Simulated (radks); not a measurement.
# Ru³⁺ in [Ar] 3d10 4s1.5 4p6 4d5 5p0.5: an all-electron calculation

One table from this session's results is given with a row withheld; the runs are named, their logs left out.

The numbers are computed with radks (a radial shooting solver on a logarithmic mesh, Libxc functionals) version 1 (Dirac Kohn-Sham, LDA (Slater exchange, Perdew-Zunger correlation), spin-unpolarised, spherical densities, finite nucleus; open shells are shared between the two j in proportion to 2j + 1), except any that are marked as measured or tabulated.

**The system**

- element: ruthenium (Z = 44)
- charge: +3
- electrons: 41
- configuration: [Ar] 3d10 4s1.5 4p6 4d5 5p0.5
- nuclear rms radius: 4.4809 fm

Set-up of the first run:

The run's settings:

```text
Z 44
configuration [Ar] 3d10 4s1.5 4p6 4d5 5p0.5
relativity Dirac
functional lda,pz
spin unpolarised
j_filling average
nucleus finite rms 4.4809 fm
c 137.035999084
```

Among the steps run: Self-consistent calculation.

One table of the session follows, with a row left open; its other results are not shown here.

It belongs to the step «Radial structure». Sizes of the orbitals, from the radial functions (bohr):

```
level      <r>  outermost maximum (interpolated)  90 % within  nodes
1s1/2  0.03347                            0.0217       0.0600      0
2s1/2   0.1455                             0.123        0.225      1
2p1/2   0.1237                            0.0955        0.202      0
2p3/2   0.1285                            0.0995        0.209      0
3s1/2   0.4031                             0.362        0.595      2
3p1/2   0.3960                             0.349        0.598      1
3p3/2   0.4067                             0.358        0.614      1
3d3/2   0.3821                             0.299        0.609      0
3d5/2   0.3855                             0.302        0.614      0
4s1/2    1.004                             0.908         1.46      3
4p1/2    1.079                             0.956         1.59      2
4p3/2    1.107                             0.980         1.63      2
4d3/2    1.397                              1.15         2.15      1
4d5/2        ?                                 ?            ?      ?
5p1/2    2.817                              2.56         4.05      3
5p3/2    2.874                              2.61         4.12      3
```

Q: Estimate the row for 4d5/2 from the others.

**Answer.** <r>: 1.409; outermost maximum (interpolated): 1.16; 90 % within: 2.17; nodes: 1. In the column «<r>» it lies between 4d3/2 (1.397) and 5p1/2 (2.817).
